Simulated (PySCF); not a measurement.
# BeSb−: from the state search to spectroscopic constants

An exercise on one series of results from a longer session: the logs are not shown, and one member is left open.

Method: Be aug-cc-pVDZ, Sb aug-cc-pVDZ-PP with ECP28, scalar-relativistic core potentials; program: PySCF 2.14.0.

2 further runs of the same task are left out: 2 set aside as unsound or not needed.

Set-up of the first run:

The job is set up so:

| Property | Result |
| --- | --- |
| atoms | Be, Sb |
| charge | -1 |
| basis | Be aug-cc-pVDZ, Sb aug-cc-pVDZ-PP with ECP28 |
| Hamiltonian | scalar-relativistic core potentials |
| basis functions | 55 |
| electrons treated | 28 |
| masses in u | 9.0122, 120.9038 |
| levels | PBE0, PBE, r²SCAN, BHandHLYP, TPSS, PW91, CAM-B3LYP, MP2, SCS-MP2 |
| grid | 80 radial by 434 angular points |
| occupations | held fixed by the projection of orbital angular momentum |
| dissociation limit | Be + Sb−, each in its ground configuration |
| starting distance in angstrom | 2.425 |
| values of 2S to try | 0, 2 |

Started as:

```bash
$ OMP_NUM_THREADS=1 python dia.py task.json out
```

Among the steps run: Set-up; PBE0 along the bond; Excited determinants; PBE; r²SCAN (meta-GGA); BHandHLYP (global hybrid GGA); TPSS (meta-GGA); PW91 (GGA); CAM-B3LYP.

One of the session's tables, all rows but one given; the rest of the session is left out.

Energy (eV) from each level's lowest point:

```
R (Å)  UHF-MP2  UHF-SCS-MP2    PBE   PW91   TPSS
1.967    0.749        0.780  0.710  0.701  0.723
2.058    0.340        0.363  0.325  0.319  0.334
2.150        ?            ?      ?      ?      ?
2.218    0.026        0.034  0.028  0.026  0.030
2.287    0.000        0.000  0.000  0.000  0.000
2.356    0.019        0.011  0.013  0.015  0.011
2.447    0.096        0.077  0.078  0.080  0.073
2.561    0.251        0.216  0.207  0.212  0.201
2.699    0.481        0.429  0.402  0.408  0.393
2.882    0.789        0.715  0.678  0.685  0.666
```

Q: Estimate the row for R (Å) = 2.150 from the others.

Worked estimate for «UHF-MP2». A straight line through the neighbours (2.058, 0.340) and (2.218, 0.026) gives 0.340 + (0.026 − 0.340) × (2.150 − 2.058) / (2.218 − 2.058) = 0.159; a parabola fitted to 4 rows on both sides gives 0.101.

The run gave: UHF-MP2: 0.110; UHF-SCS-MP2: 0.125; PBE: 0.108; PW91: 0.105; TPSS: 0.113. In «UHF-MP2» the line misses by +0.049 and the parabola by -0.009.
